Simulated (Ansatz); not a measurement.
# C2H3Cl2In: the cost of one run

The runs use Ansatz 0.2.0, Gaussian basis; the settings change from run to run.

1 further run of the same task is left out (for a known fault of the program).

## Step 1: The geometry

The structure was relaxed beforehand with PBE0-D4 in a triple-zeta def2 set. In takes a core potential in def2 sets; no spin-orbit term is included.

SMILES `C=[CH][In]([Cl])[Cl]`, 8 atoms, charge 0, spin multiplicity 1.

Atoms are counted from 1 here; the program's logs count them from 0.

Bond lengths: C1–C2 1.328 Å, C1–H6 1.088 Å, C1–H7 1.086 Å, C2–In3 2.107 Å, C2–H8 1.086 Å, In3–Cl4 2.324 Å, In3–Cl5 2.315 Å. Angles: C2–C1–H6 121.4°, C2–C1–H7 122.6°, H6–C1–H7 116.0°, C1–C2–In3 120.2°, C1–C2–H8 120.5°, In3–C2–H8 119.3°, C2–In3–Cl4 119.4°, C2–In3–Cl5 127.3°, Cl4–In3–Cl5 113.3°.

## Step 2: SVWN5/def2-SVPD

Options: coordinates scaled by 0.92, a point charge of 0.50 e beside it, high accuracy.

in.yaml

```yaml
crystal:
  periodic: [false, false, false]
  atoms:
    - {symbol: C, position_ang: [-0.201969, -0.913326, 1.073268]}
    - {symbol: C, position_ang: [0.285486, 0.147901, 0.713685]}
    - {symbol: In, position_ang: [0.091235, 0.738878, -1.122055]}
    - {symbol: Cl, position_ang: [-0.984548, -0.481574, -2.509520]}
    - {symbol: Cl, position_ang: [0.844521, 2.533493, -1.987254]}
    - {symbol: H, position_ang: [-0.111920, -1.234746, 2.016939]}
    - {symbol: H, position_ang: [-0.710521, -1.510318, 0.453979]}
    - {symbol: H, position_ang: [0.787707, 0.719691, 1.360967]}
basis:
  gaussian: {orbitals: def2-SVPD, point_charges: [{charge: 0.50, position_ang: [5.657, -0.311, 0.620]}]}
hamiltonian: {xc: {name: SVWN5}}
accuracy: high
```

Launch:

```console
$ ansatz run in.yaml --threads 4 --pin off --events-out ev --progress --plain --max-ram 10444MiB
```

**Question.** How long does this run take on 4 threads of Arm Neoverse V2, shared host, and how much memory does it need?

About 3.5 s, with a peak of 0.59 GiB.
